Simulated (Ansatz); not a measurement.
# FH3OSi: the cost of one run

Method: PBE0-D4/def2-TZVP structures, single points in def2-TZVPP, no counterpoise correction; program: Ansatz 0.2.0, Gaussian basis.

Levels: SPW92, PBE-D4, BLYP-D4, r2SCAN-D4, B97M-V, PBE0-D4, B3LYP-D4, r2SCAN0-D4, BHLYP-D4, CAM-B3LYP-D4, wB97X-V, wB97M-V, B2PLYP, PBE-QIDH, RPA on PBE, Hartree-Fock, MP2, CCSD, CCSD(T).

Correlated methods freeze the cores. B3LYP uses VWN-RPA correlation. B2PLYP carries no dispersion term here.

113 further runs of the same task are left out: 113 set aside as unsound or not needed.

**1. Starting geometry**

The complex: 10 atoms, charge 0, spin multiplicity 1.

Atoms are counted from 1 here; the program's logs count them from 0.

Bond lengths: Si1–H3 1.479 Å, Si1–H4 1.473 Å, Si1–O5 1.619 Å, Si1–F7 1.622 Å, H2–H8 0.749 Å, O5–H10 0.962 Å, H6–F9 0.931 Å. Angles: H3–Si1–H4 114.1°, H3–Si1–O5 113.5°, H3–Si1–F7 104.7°, H4–Si1–O5 107.6°, H4–Si1–F7 107.2°, O5–Si1–F7 109.5°, Si1–O5–H10 119.2°.

Coordinates:

```
Si    1.4997    0.2324    0.1941
H    -2.3673    0.7288   -1.5577
H     1.8382   -0.5778   -0.9957
H     2.6151    1.0478    0.7038
O     0.2364    1.2193   -0.0361
H    -0.5748   -1.3895    1.1433
F     1.1356   -0.8532    1.3423
H    -2.4101    0.1277   -1.1137
F    -1.3784   -1.3882    0.6740
H    -0.5943    0.8527   -0.3543
```

Its parts: FH3OSi holds atoms 1, 3, 4, 5, 7, 10; H2 holds atoms 2, 8; HF holds atoms 6, 9. Each part counts its atoms afresh in its own runs.

**2. Relaxing FH3OSi alone**

Input file relax-a/in.yaml:

```yaml
crystal:
  periodic: [false, false, false]
  atoms:
    - {symbol: Si, position_ang: [1.499659, 0.232372, 0.194113]}
    - {symbol: H, position_ang: [1.838181, -0.577830, -0.995728]}
    - {symbol: H, position_ang: [2.615071, 1.047847, 0.703837]}
    - {symbol: O, position_ang: [0.236447, 1.219271, -0.036114]}
    - {symbol: F, position_ang: [1.135604, -0.853247, 1.342328]}
    - {symbol: H, position_ang: [-0.594330, 0.852745, -0.354332]}
basis:
  gaussian: {orbitals: def2-TZVP}
hamiltonian: {xc: pbe0, dispersion: d4}
relax: {f_tol: 0.005, max_steps: 200}
```

Run with:

```
$ ansatz run in.yaml --threads 4 --pin off --events-out ev --progress --plain --max-ram 9574MiB
```

**Question.** How long does this run take on 4 threads of Arm Neoverse V1, shared host?

About 7.5 s.
